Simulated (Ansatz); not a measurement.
**AlTeH₂OF: how energies converge with the basis set**

How large a basis does AlTeH₂OF need? Two functionals are run in growing sets.

Program: Ansatz 0.2.0, Gaussian basis. Level of theory: one geometry, several basis sets. These are calculated values, not measurements.

Plan: PBE0-D4/def2-SVP; ωB97M-V/def2-SVP; PBE0-D4/def2-QZVPP; ωB97M-V/def2-QZVPP; the functionals' def2-TZVPP values are taken from earlier runs.

**1. The relaxed structure**

An earlier PBE0-D4 in a triple-zeta def2 set relaxation fixed the geometry. Te takes the def2 core potential; no spin-orbit term is included.

SMILES `[OH][Al]([F])[TeH]`, 6 atoms, charge 0, spin multiplicity 1.

Atoms are counted from 1 here; the program's logs count them from 0.

Bond lengths: O1–Al2 1.681 Å, O1–H5 0.955 Å, Al2–F3 1.642 Å, Al2–Te4 2.512 Å, Te4–H6 1.659 Å. Angles: Al2–O1–H5 124.7°, O1–Al2–F3 117.8°, O1–Al2–Te4 126.0°, F3–Al2–Te4 116.2°, Al2–Te4–H6 89.8°.

**2. PBE0-D4 in def2-SVP**

in.yaml

```yaml
crystal:
  periodic: [false, false, false]
  atoms:
    - {symbol: O, position_ang: [1.475424, -0.001845, -0.645296]}
    - {symbol: Al, position_ang: [0.290222, -0.616938, 0.376413]}
    - {symbol: F, position_ang: [0.674681, -1.920542, 1.297175]}
    - {symbol: Te, position_ang: [-2.043944, 0.275521, 0.636081]}
    - {symbol: H, position_ang: [1.358321, 0.748416, -1.224499]}
    - {symbol: H, position_ang: [-1.712705, 1.451288, -0.485972]}
basis:
  gaussian: {orbitals: def2-SVP}
hamiltonian: {xc: pbe0, dispersion: d4}
output: {orbitals: {seedname: orbitals}}
```

Run with:

```console
> ansatz run in.yaml --threads 2 --pin off --events-out ev --progress --plain --max-ram 4352MiB
```

The runs that follow: ωB97M-V in def2-SVP; PBE0-D4 in def2-QZVPP; ωB97M-V in def2-QZVPP.

Before running them: what should the planned runs give, taken together? Wanted: PBE0-D4: double and triple zeta above quadruple; ωB97M-V: double and triple zeta above quadruple.

As calculated:

| quantity | value |
| --- | --- |
| PBE0-D4: double and triple zeta above quadruple | 9.40, 0.55 eV |
| ωB97M-V: double and triple zeta above quadruple | 9.50, 0.53 eV |

What this shows: PBE0-D4 gains 8.85 eV from double to triple zeta, then 0.55 eV more. Total energies overstate the basis error of differences, where much of it tends to cancel. The LUMO of ωB97M-V is positive and keeps falling with the basis (0.83 to 0.30 eV): an unbound level that the basis holds in place.
